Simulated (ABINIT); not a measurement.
# TiSi2 (Fddd) in ABINIT: reference runs

How does TiSi2 come out in PBEsol? The cell is run as given.

Program: ABINIT 10.8.3 (patched build). These are calculated values, not measurements. Logs are shortened: lines on timing, memory, paths and dates and some standing lists are left out, and cuts for length are marked. The log counts tension as positive stress, the text compression.

**1. The crystal as given**

Symmetry: Fddd, No. 70, orthorhombic system. Conventional cell: a = 4.779 Å, b = 8.235 Å, c = 8.526 Å, α = 90.00°, β = 90.00°, γ = 90.00°. Around Ti (site symmetry 222) lie 10 Si at 2.55 to 2.78 Å. Around Si (site symmetry 2) lie 5 Si at 2.52 to 2.79 Å and 5 Ti at 2.55 to 2.78 Å.

The cell is a database's computed one.

**2. Single point, PBEsol**

Input file run.abi:

```
pp_dirpath "./"
pseudos "Ti.upf, Si.upf"

acell 11.1999140504 9.2349555214 8.9963086956
rprim
     0.0000000000     0.6947355219     0.7192652881
     0.4889599255     0.0000000000     0.8723062485
     0.5019306603     0.8649078634     0.0000000000
ntypat 2
znucl 22 14
natom 6
typat 1 1 2 2 2 2
xred
     0.7500000000     0.7500000000     0.7500000000
     0.5000000000     0.5000000000     0.5000000000
     0.4125656100     0.0874343900     0.4125656100
     0.0874343900     0.4125656100     0.0874343900
     0.1625656100     0.8374343900     0.1625656100
     0.8374343900     0.1625656100     0.8374343900
chkprim 0
chksymtnons 0
tolsym 1.0e-6

ecut 42.0

kptopt 1
ngkpt 7 7 7
nshiftk 1
shiftk 0.0 0.0 0.0

ixc -116133

nband 24
occopt 3
tsmear 0.05 eV

nstep 100
tolvrs 1.0e-10

iomode 3
prtwf 0
prtden 0
prteig 0
prtebands 0
enunit 1
```

Potentials or basis: PseudoDojo NC SR PBEsol v0.4.1 standard.

Command:

```console
> mpirun --bind-to none -np 4 abinit run.abi > log 2>&1
```

run.abo:

```text
.Version 10.8.3 of ABINIT
 Symmetries : space group Fd d d (# 70); Bravais oF (face-center ortho.)
================================================================================
 Values of the parameters that define the memory need of the present run
     intxc =       0    ionmov =       0      iscf =       7    lmnmax =       6
     lnmax =       6     mgfft =      72  mpssoang =       3    mqgrid =    3001
     natom =       6  nloc_mem =       1    nspden =       1   nspinor =       1
    nsppol =       1      nsym =       8    n1xccc =    2501    ntypat =       2
    occopt =       3   xclevel =       2
       mpw =        7406          nfft =      373248          nkpt =          64
================================================================================
================================================================================

--------------------------------------------------------------------------------
------------- Echo of variables that govern the present computation ------------
--------------------------------------------------------------------------------
 -outvars: echo values of preprocessed input variables --------
            acell      1.1199914050E+01  9.2349555214E+00  8.9963086956E+00 Bohr
              amu      4.78800000E+01  2.80855000E+01
          chkprim           0
      chksymtnons           0
             ecut      4.20000000E+01 Hartree
           enunit           1
                       outvar_i_n : Printing only first  50 k-points.
              ixc     -116133
                       outvar_i_n : Printing only first  50 k-points.
         kptrlatt        7    0    0      0    7    0      0    0    7
          kptrlen      6.29741609E+01
            natom           6
            nband          24
            ngfft          72      72      72
             nkpt          64
            nstep         100
             nsym           8
           ntypat           2
                       prtocc : prtvol=0, do not print more k-points.
           occopt           3
           prtden           0
        prtebands           0
           prteig           0
            prtwf           0
            rprim      0.0000000000E+00  6.9473552190E-01  7.1926528810E-01
                       4.8895992550E-01  0.0000000000E+00  8.7230624850E-01
                       5.0193066030E-01  8.6490786340E-01  0.0000000000E+00
          spgroup          70
           tolsym      1.00000000E-06
           tolvrs      1.00000000E-10
           tsmear      1.83746611E-03 Hartree
            typat      1  1  2  2  2  2
                       outvars : Printing only first  50 k-points.
           xangst      3.5842679279E+00  6.1762744554E+00  6.3943467487E+00
                       2.3895119520E+00  4.1175163036E+00  4.2628978324E+00
                       1.1947559760E+00  3.3974912509E+00  2.1314489162E+00
                       1.1947559760E+00  7.2002505264E-01  2.1314489162E+00
                       2.3895119519E+00  1.3387330992E+00  4.2628978324E+00
                       2.3895119520E+00  6.8962995080E+00  4.2628978325E+00
            xcart      6.7732847457E+00  1.1671467199E+01  1.2083564109E+01
                       4.5155231638E+00  7.7809781327E+00  8.0557094060E+00
                       2.2577615819E+00  6.4203279794E+00  4.0278547031E+00
                       2.2577615819E+00  1.3606501533E+00  4.0278547030E+00
                       4.5155231638E+00  2.5298389131E+00  8.0557094060E+00
                       4.5155231638E+00  1.3032117352E+01  8.0557094061E+00
             xred      7.5000000000E-01  7.5000000000E-01  7.5000000000E-01
                       5.0000000000E-01  5.0000000000E-01  5.0000000000E-01
                       4.1256561000E-01  8.7434390000E-02  4.1256561000E-01
                       8.7434390000E-02  4.1256561000E-01  8.7434390000E-02
                       1.6256561000E-01  8.3743439000E-01  1.6256561000E-01
                       8.3743439000E-01  1.6256561000E-01  8.3743439000E-01
            znucl       22.00000   14.00000

================================================================================

 chkinp: Checking input parameters for consistency.

================================================================================
== DATASET  1 ==================================================================

--- !DatasetInfo
iteration_state: {dtset: 1, }
dimensions: {natom: 6, nkpt: 64, mband: 24, nsppol: 1, nspinor: 1, nspden: 1, mpw: 7406, }
cutoff_energies: {ecut:  42.0, pawecutdg:  -1.0, }
[... 105 lines left out ...]
- [ -7.97927353E-28,   5.58013446E-28,  -4.09256286E-28, ]
- [  5.98456723E-14,   8.42442236E-04,  -3.35456674E-14, ]
- [ -5.98455762E-14,  -8.42442236E-04,   3.35456136E-14, ]
- [  5.98455762E-14,   8.42442236E-04,  -3.35456136E-14, ]
- [ -5.98456723E-14,  -8.42442236E-04,   3.35456674E-14, ]
force_length_stats: {min:   8.66920614E-28, max:   8.42442236E-04, mean:   5.61628157E-04, }
...

 Integrated electronic density in atomic spheres:
 ------------------------------------------------
 Atom  Sphere_radius  Integrated_density
    1        2.00000          9.60343123
    2        2.00000          9.60343123
    3        2.00000          1.75056708
    4        2.00000          1.75056708
    5        2.00000          1.75056708
    6        2.00000          1.75056708
================================================================================

 ----iterations are completed or convergence reached----

 Mean square residual over all n,k,spin=   16.076E-07; max=  21.871E-05
 reduced coordinates (array xred) for    6 atoms
       0.750000000000      0.750000000000      0.750000000000
       0.500000000000      0.500000000000      0.500000000000
       0.412565610000      0.087434390000      0.412565610000
       0.087434390000      0.412565610000      0.087434390000
       0.162565610000      0.837434390000      0.162565610000
       0.837434390000      0.162565610000      0.837434390000
 rms dE/dt=  4.3700E-03; max dE/dt=  6.5550E-03; dE/dt below (all hartree)
    1       0.000000000000     -0.000000000000      0.000000000000
    2      -0.000000000000      0.000000000000     -0.000000000000
    3      -0.006555024614      0.000000000000     -0.006555024614
    4       0.006555024614      0.000000000000      0.006555024614
    5      -0.006555024614      0.000000000000     -0.006555024614
    6       0.006555024614      0.000000000000      0.006555024614

 cartesian coordinates (angstrom) at end:
    1      3.58426792794368     6.17627445536416     6.39434674866712
    2      2.38951195196245     4.11751630357611     4.26289783244475
    3      1.19475597599031     3.39749125093965     2.13144891624125
    4      1.19475597597214     0.72002505263646     2.13144891620350
    5      2.38951195194360     1.33873309915159     4.26289783240557
    6      2.38951195198131     6.89629950800063     4.26289783248392

 cartesian forces (hartree/bohr) at end:
    1      0.00000000000000    -0.00000000000000     0.00000000000000
    2     -0.00000000000000     0.00000000000000    -0.00000000000000
    3      0.00000000000006     0.00084244223566    -0.00000000000003
    4     -0.00000000000006    -0.00084244223566     0.00000000000003
    5      0.00000000000006     0.00084244223566    -0.00000000000003
    6     -0.00000000000006    -0.00084244223566     0.00000000000003
 frms,max,avg= 3.9713108E-04 8.4244224E-04   0.000E+00  0.000E+00  0.000E+00 h/b

 cartesian forces (eV/Angstrom) at end:
    1      0.00000000000000    -0.00000000000000     0.00000000000000
    2     -0.00000000000000     0.00000000000000    -0.00000000000000
    3      0.00000000000308     0.04332012151622    -0.00000000000172
    4     -0.00000000000308    -0.04332012151622     0.00000000000172
    5      0.00000000000308     0.04332012151622    -0.00000000000172
    6     -0.00000000000308    -0.04332012151622     0.00000000000172
 frms,max,avg= 2.0421301E-02 4.3320122E-02   0.000E+00  0.000E+00  0.000E+00 e/A
 length scales= 11.199914050400  9.234955521400  8.996308695600 bohr
              =  5.926739275523  4.886928002312  4.760641540730 angstroms
 Fermi (or HOMO) energy (eV) =   9.62491   Average Vxc (eV)= -11.73114
 Eigenvalues (   eV  ) for nkpt=  64  k points:
 kpt#   1, nband= 24, wtk=  0.00292, kpt=  0.0000  0.0000  0.0000 (reduced coord)
 -46.37421  -46.34485  -22.86906  -22.86743  -22.77762  -22.76247  -22.75201  -22.74001
  -2.95875    2.93370    3.90296    4.22701    4.57658    5.86753    5.90764    7.13368
   7.34992    7.57399    7.85731    8.27662    8.69071   11.70921   12.82144   12.99014
 prteigrs : prtvol=0 or 1, do not print more k-points.

--- !EnergyTerms
iteration_state     : {dtset: 1, }
comment             : Components of total free energy in Hartree
kinetic             :  5.35753324912385E+01
hartree             :  3.21031704756306E+01
xc                  : -2.37500282661137E+01
Ewald energy        : -9.82129982332741E+01
psp_core            :  4.31016086121066E+00
local_psp           : -1.06964762361588E+02
non_local_psp       :  3.26436247571779E+00
internal            : -1.35674762557178E+02
'-kT*entropy'       : -7.40771639918302E-04
total_energy        : -1.35675503328818E+02
total_energy_eV     : -3.69191852519835E+03
band_energy         : -1.21763990657065E+01
...

 Cartesian components of stress tensor (hartree/bohr^3)
  sigma(1 1)=  5.93430357E-05  sigma(3 2)= -4.15357617E-13
  sigma(2 2)=  1.08089157E-04  sigma(3 1)=  2.36152804E-13
  sigma(3 3)=  3.67191150E-05  sigma(2 1)=  4.96505942E-13

-Cartesian components of stress tensor (GPa)         [Pressure= -2.0021E+00 GPa]
- sigma(1 1)=  1.74593239E+00  sigma(3 2)= -1.22202430E-08
- sigma(2 2)=  3.18009278E+00  sigma(3 1)=  6.94785536E-09
- sigma(3 3)=  1.08031366E+00  sigma(2 1)=  1.46077091E-08

== END DATASET(S) ==============================================================
================================================================================

 -outvars: echo values of variables after computation  --------
            acell      1.1199914050E+01  9.2349555214E+00  8.9963086956E+00 Bohr
           etotal     -1.3567550333E+02
            fcart      6.7793639204E-28 -4.5419699107E-28  2.9267506294E-28
                      -7.9792735294E-28  5.5801344617E-28 -4.0925628588E-28
                       5.9845672285E-14  8.4244223566E-04 -3.3545667435E-14
                      -5.9845576242E-14 -8.4244223566E-04  3.3545613600E-14
                       5.9845576242E-14  8.4244223566E-04 -3.3545613600E-14
                      -5.9845672285E-14 -8.4244223566E-04  3.3545667435E-14
            rprim      0.0000000000E+00  6.9473552190E-01  7.1926528810E-01
                       4.8895992550E-01  0.0000000000E+00  8.7230624850E-01
                       5.0193066030E-01  8.6490786340E-01  0.0000000000E+00
           strten      5.9343035694E-05  1.0808915664E-04  3.6719115014E-05
                      -4.1535761667E-13  2.3615280387E-13  4.9650594223E-13
           xangst      3.5842679279E+00  6.1762744554E+00  6.3943467487E+00
                       2.3895119520E+00  4.1175163036E+00  4.2628978324E+00
                       1.1947559760E+00  3.3974912509E+00  2.1314489162E+00
                       1.1947559760E+00  7.2002505264E-01  2.1314489162E+00
                       2.3895119519E+00  1.3387330992E+00  4.2628978324E+00
                       2.3895119520E+00  6.8962995080E+00  4.2628978325E+00
             xred      7.5000000000E-01  7.5000000000E-01  7.5000000000E-01
                       5.0000000000E-01  5.0000000000E-01  5.0000000000E-01
                       4.1256561000E-01  8.7434390000E-02  4.1256561000E-01
                       8.7434390000E-02  4.1256561000E-01  8.7434390000E-02
                       1.6256561000E-01  8.3743439000E-01  1.6256561000E-01
                       8.3743439000E-01  1.6256561000E-01  8.3743439000E-01
 Calculation completed.
```

Wall time 6.7 min (4 MPI ranks of Arm Neoverse V2, shared host); peak memory 0.88 GiB.

Results:

```yaml
Free_energy: -3691.9185 eV
Pressure: -2.0 GPa
Largest_force: 0.043 eV/Å
Band_gap_on_the_k_mesh: none (metal or under the smearing width)
Valence_electrons_inside_the_program's_atomic_spheres: Ti 9.60; Si 1.75
```

Forces in eV/Å, atoms in the order of the input:
```
Ti   0.000  0.000  0.000
Ti   0.000  0.000  0.000
Si   0.000  0.043  0.000
Si   0.000 -0.043  0.000
Si   0.000  0.043  0.000
Si   0.000 -0.043  0.000
```

Stress tensor (GPa, compression positive):
```
-1.75  0.00  0.00
 0.00 -3.18  0.00
 0.00  0.00 -1.08
```
